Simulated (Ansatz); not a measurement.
**C₃H₈Cl₂FHfN: how energies converge with the basis set**

Aim: see how fast density functionals converge with the basis set for C₃H₈Cl₂FHfN.

Computed with Ansatz 0.2.0, Gaussian basis. Level: one geometry, several basis sets.

The runs, in order: PBE0-D4/def2-SVP; ωB97M-V/def2-SVP; PBE0-D4/def2-QZVPP; ωB97M-V/def2-QZVPP; the functionals' def2-TZVPP values are taken from earlier runs.

1 further run of the same task is left out (for a known fault of the program).

### 1 The geometry

An earlier PBE0-D4 in a triple-zeta def2 set relaxation fixed the geometry. Hf takes the def2 core potential; no spin-orbit term is included.

SMILES `CC(C)[NH][Hf]([F])([Cl])[Cl]`, 16 atoms, charge 0, spin multiplicity 1.

Atoms are counted from 1 here; the program's logs count them from 0.

Bond lengths: C1–C2 1.520 Å, C1–H9 1.093 Å, C1–H10 1.093 Å, C1–H11 1.093 Å, C2–C3 1.519 Å, C2–N4 1.459 Å, C2–H12 1.099 Å, C3–H13 1.095 Å, C3–H14 1.091 Å, C3–H15 1.095 Å, N4–Hf5 1.999 Å, N4–H16 1.015 Å, Hf5–F6 1.901 Å, Hf5–Cl7 2.356 Å, Hf5–Cl8 2.346 Å. Angles: C2–C1–H9 110.8°, C2–C1–H10 110.3°, C2–C1–H11 111.1°, H9–C1–H10 108.5°, H9–C1–H11 107.9°, H10–C1–H11 108.1°, C1–C2–C3 111.4°, C1–C2–N4 111.2°, C1–C2–H12 108.4°, C3–C2–N4 109.6°, C3–C2–H12 107.9°, N4–C2–H12 108.3°, C2–C3–H13 111.3°, C2–C3–H14 110.7°, C2–C3–H15 111.0°, H13–C3–H14 107.3°, H13–C3–H15 108.9°, H14–C3–H15 107.5° and more.

### 2 PBE0-D4 in def2-SVP

in.yaml reads:

```yaml
crystal:
  periodic: [false, false, false]
  atoms:
    - {symbol: C, position_ang: [-1.002388, -1.648639, 0.591515]}
    - {symbol: C, position_ang: [0.226474, -0.872855, 0.145302]}
    - {symbol: C, position_ang: [0.775139, -0.009387, 1.267574]}
    - {symbol: N, position_ang: [-0.068503, -0.038969, -1.014578]}
    - {symbol: Hf, position_ang: [0.071975, 1.934629, -1.299371]}
    - {symbol: F, position_ang: [-0.681026, 2.839597, 0.193829]}
    - {symbol: Cl, position_ang: [2.346201, 2.527823, -1.456518]}
    - {symbol: Cl, position_ang: [-1.078009, 2.374786, -3.296662]}
    - {symbol: H, position_ang: [-0.762545, -2.307875, 1.429557]}
    - {symbol: H, position_ang: [-1.791924, -0.961269, 0.906261]}
    - {symbol: H, position_ang: [-1.393934, -2.266943, -0.220256]}
    - {symbol: H, position_ang: [1.006684, -1.593229, -0.137954]}
    - {symbol: H, position_ang: [1.676584, 0.526721, 0.952963]}
    - {symbol: H, position_ang: [1.046812, -0.622271, 2.128443]}
    - {symbol: H, position_ang: [0.028676, 0.717458, 1.603419]}
    - {symbol: H, position_ang: [-0.400227, -0.599567, -1.793532]}
basis:
  gaussian: {orbitals: def2-SVP}
hamiltonian: {xc: pbe0, dispersion: d4}
output: {orbitals: {seedname: orbitals}}
```

Launch:

```console
$ ansatz run in.yaml --threads 2 --pin off --events-out ev --progress --plain --max-ram 20480MiB --backend cpu
```

After this run come: ωB97M-V in def2-SVP; PBE0-D4 in def2-QZVPP; ωB97M-V in def2-QZVPP.

Q: Predict the results of all the runs planned. Wanted: PBE0-D4: double and triple zeta above quadruple; ωB97M-V: double and triple zeta above quadruple.

The runs gave:

```
                                       quantity           value
PBE0-D4: double and triple zeta above quadruple  18.62, 1.15 eV
ωB97M-V: double and triple zeta above quadruple  18.84, 1.10 eV
```

**Reading.** PBE0-D4 gains 17.46 eV from double to triple zeta, then 1.15 eV more. These are total energies; as a rule much of such shifts cancels in differences, which this series doesn't test.
